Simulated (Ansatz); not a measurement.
Below is the output of a Python script on the Python package of Ansatz (0.2.0) that makes a single point in a Gaussian basis of CdCl2, SMILES [Cl][Cd][Cl]. Write a script that gives it. Settings: B3LYP, def2-SVPD basis, multiplicity 1.

```xyz
3

Cl    1.7822    1.0205    1.0776
Cd   -0.4837    0.5856   -0.1982
Cl   -1.3094   -1.6709   -0.8926
```

```console
$ python energy.py
reference energy    -29605.817650 eV
total energy        -29605.817650 eV
occupied orbitals outside the frozen core (up, down): [27, 27]  frozen: 0  virtual: [61, 61]
mean field: -1087.9937311 Ha, <S^2> = 0.0000, stability: minimum
forces (eV/A)
  Cl   -1.6804    0.0193   -0.9087
  Cd    1.5295   -1.3693    0.6793
  Cl    0.1508    1.3501    0.2294
dipole moment 4.491 D
Mulliken: [('Cl', -0.518), ('Cd', 1.013), ('Cl', -0.495)]
Alpha     -10.365 eV  occupation 2
Alpha      -9.118 eV  occupation 2
Alpha      -8.644 eV  occupation 2
Alpha      -8.601 eV  occupation 2
Alpha      -8.298 eV  occupation 2
Alpha      -8.267 eV  occupation 2
Alpha      -4.974 eV  occupation 0
Alpha      -1.582 eV  occupation 0
Alpha      -0.580 eV  occupation 0
```

The script that was run (others could print the same):

`energy.py`
```python
"""Single point of CdCl2 in a Gaussian basis."""

from pathlib import Path

import ansatz as az
import numpy as np

BASIS = "def2-SVPD"
XC = "b3lyp"

GEOMETRY = """
Cl    1.78220    1.02050    1.07760
Cd   -0.48370    0.58560   -0.19820
Cl   -1.30940   -1.67090   -0.89260
"""

system = az.Crystal.molecule()
for line in GEOMETRY.strip().splitlines():
    symbol, *xyz = line.split()
    system = system.atom(symbol, [float(v) for v in xyz])

setup = (
    system.calculation()
    .basis(gaussian=BASIS)
    .functional(XC)
    .forces()
    .orbitals()
)
res = setup.run(runs_dir="cdcl2_runs")
report = res.report

print("reference energy %16.6f eV" % report["reference_energy_ev"])
print("total energy     %16.6f eV" % report["free_energy_ev"])
print("occupied orbitals outside the frozen core (up, down):", report["n_occupied"], " frozen:", report["n_frozen"], " virtual:", report["n_virtual"])

state = report["mean_field"]["state"]
print(f"mean field: {state['energy']['hartree']:.7f} Ha, <S^2> = {abs(state['spin_squared']):.4f}, stability: {state.get('stability', {}).get('kind')}")

symbols = [site.symbol for site in system.cartesian_sites]
print("forces (eV/A)")
for symbol, f in zip(symbols, report["forces_ev_ang"]):
    print(f"  {symbol:2s} {f[0]:9.4f} {f[1]:9.4f} {f[2]:9.4f}")

charges = report["charge_distribution"]
print("dipole moment", round(4.803205 * float(np.linalg.norm(charges["dipole_moment_e_ang"])), 3), "D")
print("Mulliken:", [(s, round(q, 3)) for s, q in zip(symbols, charges["mulliken_charges_e"])])

lines = Path(report["orbitals_path"]).read_text().splitlines()
field_of = lambda key: [line.split("=")[1].strip() for line in lines if line.startswith(key)]
orbitals = [(27.211386 * float(e), s, float(n)) for e, s, n in zip(field_of("Ene="), field_of("Spin="), field_of("Occup="))]
homo = max(e for e, _, n in orbitals if n > 0.5)
lumo = min(e for e, _, n in orbitals if n < 0.5)
for e, spin, n in sorted(orbitals):
    if homo - 6 < e < lumo + 5:
        print(f"{spin:6s} {e:10.3f} eV  occupation {n:.0f}")
```

Reading the output:
- Total energies depend on the basis set; only differences at equal settings carry meaning.
- The geometry is a force-field or estimated start, not a minimum of this method, and the basis set is short of its limit.
- def2 sets replace the cores of elements past krypton by effective core potentials.
- Alpha marks a spatial orbital of a restricted run, filled by both spins.
- b3lyp holds the VWN-RPA fit, as in Gaussian; the form of ORCA and Turbomole is b3lyp5.
- Levels such as HOMO and LUMO are orbital energies: with these approximate functionals they aren't the ionisation energy and electron affinity, and their gap isn't the fundamental gap.
- Mulliken charges are unreliable in a basis with diffuse functions.
- Hardware and time: 4.6 s on 1 thread of Arm Neoverse V2 (shared host), peak memory 0.24 GiB.
